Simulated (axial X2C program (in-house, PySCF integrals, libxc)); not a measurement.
# A two-component session on SbCo⁺: EOM-IP-CCSD levels

Wanted for SbCo⁺: EOM-IP-CCSD levels, at the two-component level.

Method: two-component X2C with atomic mean-field terms, Sb dyall-cv3z, Co dyall-cv3z; program: an in-house X2C program for linear molecules on PySCF integrals.

All values are calculated.

## Step 1: The job

Contents of task.json:

```json
{"zs": [51, 27], "q": 1, "bas": ["dyall-cv3z", "dyall-cv3z"], "r0": 2.51, "eom": "ip", "rq": 0, "thr": -1.0, "nmax": 95, "grid": [1, 0.96, 1.045, 0.92, 1.09, 1.15]}
```

Keys: zs atomic numbers; q charge; bas basis sets; r0 starting distance in Å; eom kind of EOM run; thr threshold in hartree for freezing inner shells (an s shell follows its p shell); nmax most natural virtual spinors; grid distances as factors.

On the command line:

```
python soeom.py task.json out
```

Further steps of the session: EOM-IP-CCSD at 2.427 Å.

Before running it: what results should come out? Wanted: next root led by one particle; T1 of the reference; lowest state, Re and ωe.

As calculated:

```
                     quantity                            value
       lowest root at 2.427 Å                Ω = 3/2, 7.231 eV
next root led by one particle  Ω = 1/2, about 4080 cm⁻¹ higher
          T1 of the reference                            0.067
      lowest state, Re and ωe              2.432 Å, 191.2 cm⁻¹
```

**Reading.** Removing an electron from the reference determinant of SbCo costs 7.23 eV and empties a spinor of 82% Sb pπ, 9% Co pπ. The closed-shell reference lies 2.08 eV above the lowest determinant found, so these energies count from an excited configuration. Errors of 0.1 to 0.3 eV are usual at this size, and roots led by higher excitations are left out, so the list is incomplete, and low states of that kind can be missing. T1 or the largest double amplitude of the reference is raised, which lowers the reliability. The bond is 0.081 Å longer than in the closed-shell reference at CCSD (2.351 Å).
